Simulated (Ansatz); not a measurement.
# C2H8BGa: one species, many methods

One table from this session's results is given with a row withheld; the runs are named, their logs left out.

The runs use Ansatz 0.2.0, Gaussian basis; functionals in def2-TZVPP, the program's frozen cores in correlated methods.

The runs, in order: PBE-D4, r2SCAN-D4, PBE0-D4, B3LYP-D4, ωB97X-V, ωB97M-V, B2PLYP; CCSD(T)/def2-TZVPP; MP2/def2-QZVPP; extrapolation to the limit.

**Structure used throughout**

The geometry comes from an earlier relaxation with PBE0-D4 in a triple-zeta def2 set; it is a stationary point, not always the lowest conformer.

SMILES `B[CH2][GaH][CH3]`, 12 atoms, charge 0, spin multiplicity 1.

Atoms are counted from 1 here; the program's logs count them from 0.

Bond lengths: B1–C2 1.507 Å, B1–H5 1.201 Å, B1–H6 1.202 Å, C2–Ga3 2.025 Å, C2–H7 1.089 Å, C2–H8 1.096 Å, Ga3–C4 1.961 Å, Ga3–H9 1.572 Å, C4–H10 1.095 Å, C4–H11 1.091 Å, C4–H12 1.091 Å. Angles: C2–B1–H5 120.7°, C2–B1–H6 120.9°, H5–B1–H6 118.2°, B1–C2–Ga3 99.7°, B1–C2–H7 119.3°, B1–C2–H8 116.8°, Ga3–C2–H7 104.8°, Ga3–C2–H8 99.5°, H7–C2–H8 112.6°, C2–Ga3–C4 120.2°, C2–Ga3–H9 116.1°, C4–Ga3–H9 123.6°, Ga3–C4–H10 108.6°, Ga3–C4–H11 111.4°, Ga3–C4–H12 112.2°, H10–C4–H11 107.2°, H10–C4–H12 107.7°, H11–C4–H12 109.5°.

Set-up of the first run:

in.yaml

```yaml
crystal:
  periodic: [false, false, false]
  atoms:
    - {symbol: B, position_ang: [-0.620500, 1.619524, -0.665559]}
    - {symbol: C, position_ang: [-1.203499, 0.840315, 0.485538]}
    - {symbol: Ga, position_ang: [0.371719, -0.355132, 0.920520]}
    - {symbol: C, position_ang: [1.050175, -1.620321, -0.415783]}
    - {symbol: H, position_ang: [-0.623188, 1.165337, -1.777203]}
    - {symbol: H, position_ang: [-0.051665, 2.661442, -0.479817]}
    - {symbol: H, position_ang: [-1.428436, 1.355842, 1.418354]}
    - {symbol: H, position_ang: [-1.947600, 0.074875, 0.236623]}
    - {symbol: H, position_ang: [0.939907, -0.244841, 2.382384]}
    - {symbol: H, position_ang: [1.844142, -1.129632, -0.988714]}
    - {symbol: H, position_ang: [0.270820, -1.907528, -1.123580]}
    - {symbol: H, position_ang: [1.474924, -2.515079, 0.041438]}
basis:
  gaussian: {orbitals: def2-TZVPP}
hamiltonian: {xc: pbe, dispersion: d4}
output: {forces: true, orbitals: {seedname: orbitals}}
```

Run with:

```sh
$ ansatz run in.yaml --threads 4 --pin off --events-out ev --progress --plain --max-ram 10444MiB
```

Steps of the session up to this table: PBE-D4 (GGA); r2SCAN-D4 (meta-GGA); PBE0-D4 (hybrid); B3LYP-D4 (hybrid); ωB97X-V (range-separated); ωB97M-V (range-separated); B2PLYP (double hybrid); CCSD(T) in def2-TZVPP; MP2 in def2-QZVPP.

One of the session's tables, all rows but one given; the rest of the session is left out.

| method | atomisation energy (kJ/mol) |
| --- | --- |
| PBE-D4 | 4149.6 |
| r2SCAN-D4 | 4140.2 |
| PBE0-D4 | 4125.9 |
| B3LYP-D4 | 4116.0 |
| ωB97X-V | ? |
| ωB97M-V | 4123.7 |
| B2PLYP | 4079.9 |
| HF/def2-TZVPP | 3170.1 |
| MP2/def2-TZVPP | 4072.0 |
| CCSD/def2-TZVPP | 4003.9 |
| CCSD(T)/def2-TZVPP | 4046.3 |
| MP2/CBS | 4143.2 |
| CCSD(T)/CBS | 4117.5 |

Q: Estimate the row for ωB97X-V from the others.

**Answer.** atomisation energy (kJ/mol): 4126.0. In the column «atomisation energy (kJ/mol)» it lies between PBE0-D4 (4125.9) and r2SCAN-D4 (4140.2).

Limits of these values: Free atoms (1 B, 2 C, 1 Ga, 8 H) were run apart at each level; the atomisation energy is their sum less the molecule, without zero-point or spin-orbit terms.
